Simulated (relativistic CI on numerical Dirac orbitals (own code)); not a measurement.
# Ne²⁺: one ion under different settings

How much do the settings matter for Ne²⁺? One ion, several inputs.

The numbers are computed with relativistic CI on numerical Dirac orbitals (own code) version 3 (Dirac-Coulomb-Breit CI, KLI orbitals optimised for each configuration, model QED (radiative potential, 1s self-energy scaled to tabulated hydrogen-like ionisation energies), numerical settings as typed), except any that are marked as measured or tabulated.

## 1. Starting point

| Quantity | Value |
| --- | --- |
| ion | Ne²⁺ (Ne III) |
| nuclear charge | 10 |
| electrons | 8 |
| isotope | A = 20 |

## 2. A try

Settings, as recorded:

```ini
atom Ne  Z=10  charge=4  electrons=6
nucleus A=20  rms_radius_fm=3.0055
hamiltonian dirac-coulomb  breit=on  qed=on  c_scale=1
orbitals kli  potential=per-configuration
slater_scale 1
correlation none
mixing on
grid step=0.0125 r_max=24.9
scf mixing=0.4 start=green max_iterations=79 tolerance=2e-08 node_fill=0.05
configurations
  [He] 2s2 2p4
end
```

The run is started by

```bash
python run_levels.py task.json out
```

One command runs all members of the session, one after another, from task.json.

From the run's result record (rounded, not every field):

```text
status: refused
warnings: ["configuration [He] 2s2 2p4 has 8 electrons, the ion has 6"]
```

Wall time 0.00048 s (1 thread, shared host).

Diagnosis: the program refused the input. The electrons of a configuration don't add up to Z less the charge. The input had charge 4. The cure is to make charge and configurations agree.

## 3. A try

Settings, as recorded:

```ini
atom Ne  Z=10  charge=2  electrons=8
nucleus A=20  rms_radius_fm=3.0055
hamiltonian dirac-coulomb  breit=on  qed=on  c_scale=0.05
orbitals kli  potential=per-configuration
slater_scale 1
correlation none
mixing on
grid step=0.0125 r_max=24.9
scf mixing=0.4 start=green max_iterations=90 tolerance=2e-08 node_fill=0.05
configurations
  [He] 2s2 2p4
end
```

Results of the run:

```text
status: not_converged
warnings: ["SCF of 1s2 2s2 2p4 stopped: an orbital could not be found"]
scf_steps of the first configuration [iteration, E_Ha, residual, outer_eigenvalue_Ha]:
  - [0, "-", "-", "1s not found"]
```

It took 0.0027 s on 1 thread, shared host.

Diagnosis: the run ended without a result. During the SCF the search lost an orbital: no solution with the right number of nodes was found in that cycle's potential. The input had speed-of-light factor 0.05. The cure is to restore the usual settings.

## 4. With the usual settings

Settings, as recorded:

```ini
atom Ne  Z=10  charge=2  electrons=8
nucleus A=20  rms_radius_fm=3.0055
hamiltonian dirac-coulomb  breit=on  qed=on  c_scale=1
orbitals kli  potential=per-configuration
slater_scale 1
correlation none
mixing on
grid step=0.0125 r_max=24.9
scf mixing=0.4 start=green max_iterations=150 tolerance=2e-08 node_fill=0.05
configurations
  [He] 2s2 2p4
end
```

Results of the run:

```text
status: converged
levels [i, E_cm, J2, conf, term, w_term, w_jj]:
  - [0, 0, 4, "2p4", "3P", 0.9998, 0.6804]
  - [1, 634.89024, 2, "2p4", "3P", 1, 1]
  - [2, 913.20422, 0, "2p4", "3P", 0.9998, 0.655]
  - [3, 27757.573, 4, "2p4", "1D", 0.9998, 0.6804]
  - [4, 69001.879, 0, "2p4", "1S", 0.9998, 0.655]
total_energy [Ha]: -126.49058253
n_levels_all: 5
overlap: 1.43596e-14
scf_iterations: [10]
orbital_energies [Ha]: {"1s": -32.881, "2s": -3.34737, "2p1/2": -2.48375, "2p3/2": -2.47878}
configurations [conf, odd, states, E_av_Ha, breit_Ha, qed_Ha]:
  - ["2p4", 0, 15, -126.4535779, 0.0162, 0.01077]
scf_steps of the first configuration [iteration, E_Ha, residual, outer_eigenvalue_Ha]:
  - [1, -125.0045832, 0.901, -3.952]
  - [2, -126.1527966, 0.417, -3.075]
  - [3, -126.4512397, 0.0211, -2.448]
  - [4, -126.4535291, 0.0105, -2.489]
  - [5, -126.4535831, 0.00118, -2.481]
  - [6, -126.4535786, 0.00021, -2.479]
  - [7, -126.4535779, 2.76e-06, -2.479]
  - [8, -126.4535779, 5.21e-07, -2.479]
  - [9, -126.4535779, 1.1e-07, -2.479]
  - [10, -126.4535779, 1.55e-10, -2.479]
```

Wall time 0.065 s (1 thread, shared host).

## 5. Iteration limit 20, potential mixing 0.9

The settings differ from step 4 so:

```diff
@@ -8,3 +8,3 @@
 grid step=0.0125 r_max=24.9
-scf mixing=0.4 start=green max_iterations=150 tolerance=2e-08 node_fill=0.05
+scf mixing=0.9 start=green max_iterations=20 tolerance=2e-08 node_fill=0.05
 configurations
```

Results of the run:

```text
status: converged
levels [i, E_cm, J2, conf, term, w_term]:
  - [0, 0, 4, "2p4", "3P", 0.9998]
  - [1, 634.89024, 2, "2p4", "3P", 1]
  - [2, 913.20422, 0, "2p4", "3P", 0.9998]
  - [3, 27757.573, 4, "2p4", "1D", 0.9998]
  - [4, 69001.88, 0, "2p4", "1S", 0.9998]
total_energy [Ha]: -126.49058253
n_levels_all: 5
overlap: 1.46792e-14
scf_iterations: [8]
orbital_energies [Ha]: {"1s": -32.881, "2s": -3.34737, "2p1/2": -2.48375, "2p3/2": -2.47878}
configurations [conf, odd, states, E_av_Ha, breit_Ha, qed_Ha]:
  - ["2p4", 0, 15, -126.4535779, 0.0162, 0.01077]
scf_steps of the first configuration [iteration, E_Ha, residual, outer_eigenvalue_Ha]:
  - [1, -125.0045832, 0.901, -3.952]
  - [2, -126.2890647, 0.263, -2.168]
  - [3, -126.4529471, 0.0217, -2.521]
  - [4, -126.4535718, 0.00512, -2.489]
  - [5, -126.4535769, 0.000113, -2.479]
  - [6, -126.4535779, 3.66e-06, -2.479]
  - [7, -126.4535779, 4.67e-08, -2.479]
  - [8, -126.4535779, 2.19e-09, -2.479]
```

Run time: 0.058 s. Hardware: 1 thread, shared host.

## 6. Grid step 0.008, speed-of-light factor 10

Settings, as recorded:

```ini
atom Ne  Z=10  charge=2  electrons=8
nucleus A=20  rms_radius_fm=3.0055
hamiltonian dirac-coulomb  breit=on  qed=on  c_scale=10
orbitals kli  potential=per-configuration
slater_scale 1
correlation none
mixing on
grid step=0.008 r_max=24.9
scf mixing=0.4 start=green max_iterations=150 tolerance=2e-08 node_fill=0.05
configurations
  [He] 2s2 2p4
end
```

Results of the run:

```text
status: converged
levels [i, E_cm, J2, conf, term, w_term]:
  - [0, 0, 4, "2p4", "3P", 1]
  - [1, 6.4605641, 2, "2p4", "3P", 1]
  - [2, 9.4242119, 0, "2p4", "3P", 1]
  - [3, 27454.022, 4, "2p4", "1D", 1]
  - [4, 68631.137, 0, "2p4", "1S", 1]
total_energy [Ha]: -126.36154785
n_levels_all: 5
overlap: 1.51517e-15
scf_iterations: [10]
orbital_energies [Ha]: {"1s": -32.8407, "2s": -3.34179, "2p1/2": -2.48085, "2p3/2": -2.4808}
configurations [conf, odd, states, E_av_Ha, breit_Ha, qed_Ha]:
  - ["2p4", 0, 15, -126.3088198, 0.0001618, 0.009664]
scf_steps of the first configuration [iteration, E_Ha, residual, outer_eigenvalue_Ha]:
  - [1, -124.8711093, 0.897, -3.95]
  - [2, -126.010231, 0.415, -3.076]
  - [3, -126.3065044, 0.021, -2.45]
  - [4, -126.3087726, 0.0104, -2.491]
  - [5, -126.308825, 0.00117, -2.483]
  - [6, -126.3088206, 0.000211, -2.481]
  - [7, -126.3088198, 2.53e-06, -2.481]
  - [8, -126.3088198, 4.85e-07, -2.481]
  - [9, -126.3088198, 1.08e-07, -2.481]
  - [10, -126.3088198, 2.57e-10, -2.481]
```

It took 0.088 s on 1 thread, shared host.

A changed speed of light describes a fictitious ion. The QED potentials keep the true α.

## 7. Slater scale 0.5

Settings, as recorded:

```ini
atom Ne  Z=10  charge=2  electrons=8
nucleus A=20  rms_radius_fm=3.0055
hamiltonian dirac-coulomb  breit=on  qed=on  c_scale=1
orbitals kli  potential=per-configuration
slater_scale 0.5
correlation none
mixing on
grid step=0.0125 r_max=24.9
scf mixing=0.4 start=green max_iterations=150 tolerance=2e-08 node_fill=0.05
configurations
  [He] 2s2 2p4
end
```

Results of the run:

```text
status: converged
levels [i, E_cm, J2, conf, term, w_term]:
  - [0, 0, 4, "2p4", "3P", 0.9992]
  - [1, 640.61436, 2, "2p4", "3P", 1]
  - [2, 908.76823, 0, "2p4", "3P", 0.9994]
  - [3, 14046.223, 4, "2p4", "1D", 0.9992]
  - [4, 34710.768, 0, "2p4", "1S", 0.9994]
total_energy [Ha]: -126.45934492
n_levels_all: 5
overlap: 1.43596e-14
scf_iterations: [10]
orbital_energies [Ha]: {"1s": -32.881, "2s": -3.34737, "2p1/2": -2.48375, "2p3/2": -2.47878}
configurations [conf, odd, states, E_av_Ha, breit_Ha, qed_Ha]:
  - ["2p4", 0, 15, -126.4535779, 0.0162, 0.01077]
scf_steps of the first configuration [iteration, E_Ha, residual, outer_eigenvalue_Ha]:
  - [1, -125.0045832, 0.901, -3.952]
  - [2, -126.1527966, 0.417, -3.075]
  - [3, -126.4512397, 0.0211, -2.448]
  - [4, -126.4535291, 0.0105, -2.489]
  - [5, -126.4535831, 0.00118, -2.481]
  - [6, -126.4535786, 0.00021, -2.479]
  - [7, -126.4535779, 2.76e-06, -2.479]
  - [8, -126.4535779, 5.21e-07, -2.479]
  - [9, -126.4535779, 1.1e-07, -2.479]
  - [10, -126.4535779, 1.55e-10, -2.479]
```

It took 0.05 s on 1 thread, shared host.

## 8. Iteration limit 30, grid step 0.04, Breit term off

Settings, as recorded:

```ini
atom Ne  Z=10  charge=2  electrons=8
nucleus A=20  rms_radius_fm=3.0055
hamiltonian dirac-coulomb  breit=off  qed=on  c_scale=1
orbitals kli  potential=per-configuration
slater_scale 1
correlation none
mixing on
grid step=0.04 r_max=24.9
scf mixing=0.4 start=green max_iterations=30 tolerance=2e-08 node_fill=0.05
configurations
  [He] 2s2 2p4
end
```

Results of the run:

```text
status: converged
levels [i, E_cm, J2, conf, term, w_term]:
  - [0, 0, 4, "2p4", "3P", 0.9997]
  - [1, 650.48437, 2, "2p4", "3P", 1]
  - [2, 960.05776, 0, "2p4", "3P", 0.9998]
  - [3, 27782.084, 4, "2p4", "1D", 0.9997]
  - [4, 68955.675, 0, "2p4", "1S", 0.9998]
total_energy [Ha]: -126.50678326
n_levels_all: 5
overlap: 1.90017e-11
scf_iterations: [10]
orbital_energies [Ha]: {"1s": -32.8809, "2s": -3.34736, "2p1/2": -2.48375, "2p3/2": -2.47878}
configurations [conf, odd, states, E_av_Ha, breit_Ha, qed_Ha]:
  - ["2p4", 0, 15, -126.4535269, 0, 0.01077]
scf_steps of the first configuration [iteration, E_Ha, residual, outer_eigenvalue_Ha]:
  - [1, -125.0045334, 0.901, -3.952]
  - [2, -126.152746, 0.417, -3.075]
  - [3, -126.4511901, 0.0211, -2.448]
  - [4, -126.453478, 0.0106, -2.489]
  - [5, -126.453532, 0.00116, -2.481]
  - [6, -126.4535283, 0.00029, -2.479]
  - [7, -126.4535269, 2.74e-06, -2.479]
  - [8, -126.4535269, 8.04e-07, -2.479]
  - [9, -126.4535269, 1.1e-07, -2.479]
  - [10, -126.4535269, 3e-09, -2.479]
```

Run time: 0.024 s. Hardware: 1 thread, shared host.

## 9. The runs side by side

| setting | total energy less usual (Ha) | largest shift of a level among the lowest eight of both runs, same label and place (cm⁻¹) | SCF iterations | time | lowest level | kind of change |
| --- | --- | --- | --- | --- | --- | --- |
| usual | 0 | 0 | 10 | 0.065 s | 2p4 3P2 | - |
| iteration limit 20, potential mixing 0.9 | 0 | 0 | 8 | 0.058 s | 2p4 3P2 | numerical |
| grid step 0.008, speed-of-light factor 10 | 0.129 | 904 | 10 | 0.088 s | 2p4 3P2 | unphysical constant |
| Slater scale 0.5 | 0.0312 | 34300 | 10 | 0.05 s | 2p4 3P2 | model term |
| iteration limit 30, grid step 0.04, Breit term off | -0.0162 | 46.9 | 10 | 0.024 s | 2p4 3P2 | model term |

## 10. Summary of results

| quantity | value |
| --- | --- |
| lowest level, usual settings | 2p4 3P2 |
| total energy | -126.4906 Ha |
| first excitation | 634.9 cm⁻¹ |
| runs without a result | 2 |

**Reading.** Among the runs whose levels can be followed, they move most under «Slater scale 0.5» (model term), by up to 34300 cm⁻¹. No visible change in the result comes from «iteration limit 20, potential mixing 0.9». Only the listed configurations are in the model. Near neutrality, missing correlation can shift configurations against each other by thousands of cm⁻¹.
